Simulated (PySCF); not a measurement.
# Cl3H6MoO3 (mer-MoCl3(H2O)3): the cost of one run

Programs: PySCF 2.14.0, with routines of our own; each step states its level. All values are computed. Atoms count from 0.

### 1 The starting structure

13 atoms, charge 0, multiplicity 4; geometry from: GFN2-xTB.

### 2 Optimising the geometry at PBE0-D3(BJ)/def2-SVP

What the job is given:

```
{"job": {"xc": "PBE0", "basis": "def2-SVP", "d3": "d3bj", "grid": 1, "maxiter": 30, "shake": 0.03, "kind": "geom"}, "charge": 0, "multiplicity": 4}
Mo     0.345020    -0.015120     0.026190
Cl     0.070760     0.682420     2.321960
Cl    -0.044120    -0.693670    -2.308830
Cl     2.737970    -0.025610     0.049860
O     -2.082660     0.140510    -0.168940
H     -2.559850    -0.259780     0.574670
H     -2.270680    -0.273980    -0.975000
O      0.424370     2.402570    -0.091200
H      1.298620     2.642370    -0.182580
H      0.181350     2.568520     0.894450
O      0.349740    -2.289790     0.184520
H      1.281070    -2.468770     0.523580
H      0.299040    -2.461780    -0.826490
```

Started as:

```console
OMP_NUM_THREADS=1 python heavy_run.py task.json out
```

The driver reads the jobs from task.json and runs them one after another.

Q: Estimate the wall time and peak memory of this first job on 1 thread of Arm Neoverse V2, shared host.

About 8.2 min, with a peak of 0.8 GiB.
